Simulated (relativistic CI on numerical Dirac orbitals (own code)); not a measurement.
**W LXV (W⁶⁴⁺): levels and lines**

Aim: the low levels of W⁶⁴⁺, their labels and the strongest lines; further runs change one setting each.

The numbers are computed with relativistic CI on numerical Dirac orbitals (own code) version 2 (Dirac-Coulomb-Breit CI, KLI orbitals optimised for each configuration, model QED (radiative potential, 1s self-energy scaled to tabulated hydrogen-like ionisation energies)), except any that are marked as measured or tabulated.

## (1) The atom as given

* ion: W⁶⁴⁺ (W LXV)
* nuclear charge: 74
* electrons: 10
* isotope: A = 184
* first configuration typed: [He] 2s2 2p6

The outer shells:

first configuration typed
```
[He] core
2s [↑↓]
2p [↑↓][↑↓][↑↓]
```

## (2) CI with the chosen configurations

Settings, as recorded:

```ini
atom W  Z=74  charge=64  electrons=10
nucleus A=184  rms_radius_fm=5.3658
hamiltonian dirac-coulomb  breit=on  qed=on  c_scale=1
orbitals kli  potential=per-configuration
slater_scale 1
correlation none
mixing on
configurations
  [He] 2s2 2p6
  [He] 2s2 2p5 3s
  [He] 2s2 2p5 3p
  [He] 2s2 2p5 3d
  [He] 2s 2p6 3s
  [He] 2s 2p6 3p
  [He] 2s 2p6 3d
  [He] 2s2 2p5 4s
  [He] 2s2 2p5 4p
  [He] 2s2 2p5 4d
  [He] 2s2 2p5 4f
  [He] 2s2 2p4 3s2
  [He] 2s2 2p4 3s 3p
  [He] 2s 2p6 4s
  [He] 2s 2p6 4p
  [He] 2s2 2p4 3s 3d
end
```

## (3) Without QED terms

Settings: those of step 2 with these lines changed.

```diff
@@ -2,3 +2,3 @@
 nucleus A=184  rms_radius_fm=5.3658
-hamiltonian dirac-coulomb  breit=on  qed=on  c_scale=1
+hamiltonian dirac-coulomb  breit=on  qed=off  c_scale=1
 orbitals kli  potential=per-configuration
```

## (4) The first 3 configurations alone

Settings, as recorded:

```ini
atom W  Z=74  charge=64  electrons=10
nucleus A=184  rms_radius_fm=5.3658
hamiltonian dirac-coulomb  breit=on  qed=on  c_scale=1
orbitals kli  potential=per-configuration
slater_scale 1
correlation none
mixing on
configurations
  [He] 2s2 2p6
  [He] 2s2 2p5 3s
  [He] 2s2 2p5 3p
end
```

(Steps that only read results are left out.)

What does the calculation give? Wanted: lowest level; first excitation; lowest level of the other parity; fastest E1 line; ionisation energy.

**Answer**, as computed:

| run | time | mean size of shift, levels followed (cm⁻¹) | lowest level | ionisation energy (eV) |
| --- | --- | --- | --- | --- |
| main run | 1.1 s | 0 | 2p6 1S0 | 15600 |
| without QED terms | 0.47 s | 19033 | 2p6 1S0 | 15603 |
| the first 3 configurations alone | 0.15 s | 2934 | 2p6 1S0 | - |

The semi-empirical ionisation energy (NIST) is 15566 eV.

```
                                                                       quantity                                        value
                                                                   lowest level                                      2p6 1S0
                                                               first excitation                      2p5 3s 3P°2, 8295.37 eV
                                               lowest level of the other parity                      2p5 3s 3P°2, 8295.37 eV
                                                            levels in the model                                          184
fastest E1 line (by rate) to the lowest level among the lowest 81 of 184 levels  0.1359 nm, from 2p5 3d [2p3/2^3 3d5/2] J=1°
                                                              ionisation energy                                     15600 eV
                                       ionisation energy, semi-empirical (NIST)                                     15566 eV
```

What this shows: 2p6 1S0 comes out lowest; its LS label holds 100 % and its jj label 100 %; over the low levels the means are 72 and 100 %, so jj coupling describes them better. Against the semi-empirical ionisation energy the result lies 0.22 % high. Of the changes tried, the run «without QED terms» moves the low levels most, by 19033 cm⁻¹ on average. Lifetimes count radiative decay inside the model alone.
